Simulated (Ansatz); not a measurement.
**C5H5Cl2FTi: basis-set convergence**

An exercise on one series of results from a longer session: the logs are not shown, and one member is left open.

Method: one geometry, several basis sets; program: Ansatz 0.2.0, Gaussian basis.

The runs, in order: PBE0-D4/def2-SVP; ωB97M-V/def2-SVP; PBE0-D4/def2-QZVPP; ωB97M-V/def2-QZVPP; the functionals' def2-TZVPP values are taken from earlier runs.

## The relaxed structure

An earlier PBE0-D4 in a triple-zeta def2 set relaxation fixed the geometry.

SMILES `[F][Ti]1234([Cl])([Cl])[C@H]5[C@@H]1[C@@H]2[C@@H]3[C@H]54`, 14 atoms, charge 0, spin multiplicity 1.

Atoms are counted from 1 here; the program's logs count them from 0.

Bond lengths: F1–Ti2 1.763 Å, Ti2–Cl3 2.218 Å, Ti2–Cl4 2.218 Å, Ti2–C5 2.340 Å, Ti2–C6 2.356 Å, Ti2–C7 2.360 Å, Ti2–C8 2.356 Å, Ti2–C9 2.341 Å, C5–C6 1.410 Å, C5–C9 1.410 Å, C5–H10 1.080 Å, C6–C7 1.410 Å, C6–H11 1.078 Å, C7–C8 1.411 Å, C7–H12 1.080 Å, C8–C9 1.410 Å, C8–H13 1.078 Å, C9–H14 1.080 Å. Angles: F1–Ti2–Cl3 104.3°, F1–Ti2–Cl4 104.3°, F1–Ti2–C5 87.9°, F1–Ti2–C6 119.5°, F1–Ti2–C7 143.8°, F1–Ti2–C8 118.4°, F1–Ti2–C9 87.3°, Cl3–Ti2–Cl4 104.0°, Cl3–Ti2–C5 142.0°, Cl3–Ti2–C6 131.8°, Cl3–Ti2–C7 97.2°, Cl3–Ti2–C8 84.9°, Cl3–Ti2–C9 108.6°, Cl4–Ti2–C5 107.6°, Cl4–Ti2–C6 84.8°, Cl4–Ti2–C7 98.2°, Cl4–Ti2–C8 132.8°, Cl4–Ti2–C9 141.4° and more.

Set-up of the first run:

The input, in.yaml:

```yaml
crystal:
  periodic: [false, false, false]
  atoms:
    - {symbol: F, position_ang: [-2.287097, -1.037446, -0.398825]}
    - {symbol: Ti, position_ang: [-1.190740, 0.136730, 0.326742]}
    - {symbol: Cl, position_ang: [-1.562673, -0.040971, 2.506348]}
    - {symbol: Cl, position_ang: [-2.064368, 2.103783, -0.209875]}
    - {symbol: C, position_ang: [0.364931, -0.420452, -1.330239]}
    - {symbol: C, position_ang: [0.684707, 0.880363, -0.890015]}
    - {symbol: C, position_ang: [1.069351, 0.800580, 0.464225]}
    - {symbol: C, position_ang: [0.998321, -0.552408, 0.857416]}
    - {symbol: C, position_ang: [0.560046, -1.306200, -0.250083]}
    - {symbol: H, position_ang: [-0.024918, -0.684679, -2.301925]}
    - {symbol: H, position_ang: [0.598175, 1.784690, -1.470973]}
    - {symbol: H, position_ang: [1.316921, 1.634668, 1.103826]}
    - {symbol: H, position_ang: [1.193422, -0.934569, 1.846756]}
    - {symbol: H, position_ang: [0.343913, -2.364090, -0.253368]}
basis:
  gaussian: {orbitals: def2-SVP}
hamiltonian: {xc: pbe0, dispersion: d4}
output: {orbitals: {seedname: orbitals}}
```

Run with:

```console
$ ansatz run in.yaml --threads 2 --pin off --events-out ev --progress --plain --max-ram 32768MiB --backend cpu
```

Among the steps run: PBE0-D4 in def2-SVP; ωB97M-V in def2-SVP; PBE0-D4 in def2-QZVPP; ωB97M-V in def2-QZVPP.

One of the session's tables, all rows but one given; the rest of the session is left out.

It belongs to the step «Functionals by basis». 

```
functional       basis  HOMO (eV)  LUMO (eV)
   PBE0-D4    def2-SVP      -7.83      -2.87
   PBE0-D4  def2-TZVPP          ?          ?
   PBE0-D4  def2-QZVPP      -7.88      -2.84
   ωB97M-V    def2-SVP      -9.85      -0.70
   ωB97M-V  def2-TZVPP      -9.93      -0.70
   ωB97M-V  def2-QZVPP      -9.94      -0.74
```

**Question.** Estimate the row for PBE0-D4, def2-TZVPP.

As computed: HOMO (eV): -7.86; LUMO (eV): -2.81. In the column «HOMO (eV)» it lies between PBE0-D4, def2-QZVPP (-7.88) and PBE0-D4, def2-SVP (-7.83).
